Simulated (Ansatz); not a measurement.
This was printed by a script on Ansatz's Python interface, for harmonic frequencies at the relaxed geometry of ClF2H2NSn, SMILES [NH2][Sn]([F])([F])[Cl]. What did the script look like? Level of theory (for the species named): r2SCAN, def2-SVP basis, multiplicity 1.

| atom | x (Å) | y (Å) | z (Å) |
| --- | --- | --- | --- |
| N | -0.7788 | 0.6044 | 0.9278 |
| Sn | 0.5359 | -0.2777 | -0.3187 |
| F | 1.8276 | -1.2037 | 0.7474 |
| F | -0.3050 | -1.5391 | -1.4637 |
| Cl | 1.6133 | 1.3370 | -1.6680 |
| H | -1.5335 | 1.1183 | 0.2927 |
| H | -1.2982 | -0.1073 | 1.4369 |

```console
$ python freq.py
pair        before    after (A)
N0-Sn1       2.0150   2.0164
N0-H5        1.1122   1.0223
N0-H6        1.0176   1.0231
Sn1-F2       1.9138   1.9201
Sn1-F3       1.8998   1.9262
Sn1-Cl4      2.3640   2.3270
frequencies (1/cm): 36 120 137 154 177 181 386 548 644 654 680 885 1528 3495 3603
imaginary modes: 0  zero-point energy: 0.82 eV
T (K)   F_vib (eV)   S_vib (meV/K)   C_vib (meV/K)
 298.1      0.6785        0.9328          0.7557
 398.1      0.5732        1.1662          0.8563
 498.1      0.4464        1.3658          0.9234
```

The script that was run (others could print the same):

The script, `freq.py`:
```python
"""Harmonic frequencies of ClF2H2NSn at its relaxed geometry."""

import itertools

import ansatz as az
from ase.data import atomic_numbers, covalent_radii
import numpy as np

GEOMETRY = """
N    -0.77880    0.60440    0.92780
Sn    0.53590   -0.27770   -0.31870
F     1.82760   -1.20370    0.74740
F    -0.30500   -1.53910   -1.46370
Cl    1.61330    1.33700   -1.66800
H    -1.53350    1.11830    0.29270
H    -1.29820   -0.10730    1.43690
"""

clf2h2nsn = az.Crystal.molecule()
for line in GEOMETRY.strip().splitlines():
    symbol, *xyz = line.split()
    clf2h2nsn = clf2h2nsn.atom(symbol, [float(v) for v in xyz])

model = clf2h2nsn.calculation().basis(gaussian="def2-SVP").functional("r2SCAN")
symbols = [site.symbol for site in clf2h2nsn.cartesian_sites]
start = np.array([site.position_ang for site in clf2h2nsn.cartesian_sites], dtype=float)
report = model.relax(force_tolerance=0.003).run(threads=1).report
end = np.array(report["positions_ang"])

# pairs closer than 1.2 times the sum of covalent radii, before or after
radius = [covalent_radii[atomic_numbers[s]] for s in symbols]
span = lambda where, i, j: np.linalg.norm(where[i] - where[j])
bonded = [(i, j) for i, j in itertools.combinations(range(len(symbols)), 2) if min(span(start, i, j), span(end, i, j)) < 1.2 * (radius[i] + radius[j])]
print("pair        before    after (A)")
for i, j in bonded:
    print(f"{symbols[i]}{i}-{symbols[j]}{j}".ljust(10), f"{span(start, i, j):8.4f} {span(end, i, j):8.4f}")

# frequencies need a stationary point, so they are taken at the relaxed geometry
minimum = az.Crystal.molecule()
for symbol, place in zip(symbols, end):
    minimum = minimum.atom(symbol, place.tolist())
vibrating = (
    minimum.calculation()
    .basis(gaussian="def2-SVP")
    .functional("r2SCAN")
    .phonons(temperatures=(298.15, 498.15, 100))
)
vib = vibrating.run(threads=1).report["vibrations"]
sums = vib["harmonic_sums"]
modes = [m["omega_inv_cm"] for m in sums["modes_at_gamma"] if m["rigid_motion"] == "no"]
print("frequencies (1/cm):", " ".join(f"{w:.0f}" for w in modes))
print("imaginary modes:", sum(w < 0 for w in modes), " zero-point energy:", round(sums["zero_point_energy_ev"], 4), "eV")
print("T (K)   F_vib (eV)   S_vib (meV/K)   C_vib (meV/K)")
for row in zip(sums["temperatures_k"], sums["vibrational_free_energy_ev"], vib["entropy_ev_per_k"], vib["heat_capacity_ev_per_k"]):
    print(f"{row[0]:6.1f} {row[1]:11.4f} {1000 * row[2]:13.4f} {1000 * row[3]:15.4f}")
```

Notes:
- The frequencies are harmonic and unscaled, in a modest basis.
- def2 sets replace the cores of elements past krypton by effective core potentials.
- It ran for 3.4 min on 1 thread of INTEL(R) XEON(R) PLATINUM 8581C CPU @ 2.30GHz (Emerald Rapids), on a shared host, peak memory 0.25 GiB.
